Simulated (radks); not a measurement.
# Cs⁴⁺ in [Kr] 4d10 5s2 5p3: an all-electron calculation

What are the levels of the caesium ion Cs4+, how large are its shells, and how does its energy divide?

Method: scalar-relativistic Kohn-Sham, exchange-only B88, spin-polarised, spherical densities, finite nucleus; open shells are filled with parallel spins first. Code: radks (a radial shooting solver on a logarithmic mesh, Libxc functionals) version 1.

## (1) The system

* element: caesium (Z = 55)
* charge: +4
* electrons: 51
* configuration: [Kr] 4d10 5s2 5p3
* nuclear rms radius: 4.8041 fm

The outer shells:

Cs⁴⁺
```
[Kr] core
4d [↑↓][↑↓][↑↓][↑↓][↑↓]
5s [↑↓]
5p [↑ ][↑ ][↑ ]
```

## (2) The calculation

The run's settings:

```text
Z 55
configuration [Kr] 4d10 5s2 5p3 6s0 4f0 5d0 6p0
relativity scalar-relativistic
functional b88,
spin polarised
nucleus finite rms 4.8041 fm
c 137.035999084
```

The run is started by

```console
$ python run_ks.py task.json out
```

The same process makes all the runs of this session.

**Question.** What will this run give?

**Answer**, as computed:

```
                        quantity                   value
                    total energy      -7780.8534 hartree
exchange-correlation share of it                  2.43 %
                            −T/E                  1.0539
          highest occupied level       5p up, -51.254 eV
    most extended occupied level  5p up, <r> = 1.86 bohr
 radius at density 0.001 e/bohr³               3.42 bohr
    maxima of the radial density                       4
         ionisation energy, NIST          56 (theory) eV
```

**Reading.** 5 principal shells are occupied and 4 maxima appear in the radial density; where shells overlap, one shows as a shoulder or not at all. Relativity lifts −T/E to 1.054. The top level binds by 51.254 eV, 92 % of the NIST ionisation energy of 56 eV. Open shells are spherical and high-spin; term and fine-structure splittings are not resolved. Spin-orbit splitting is averaged out at the scalar-relativistic level.
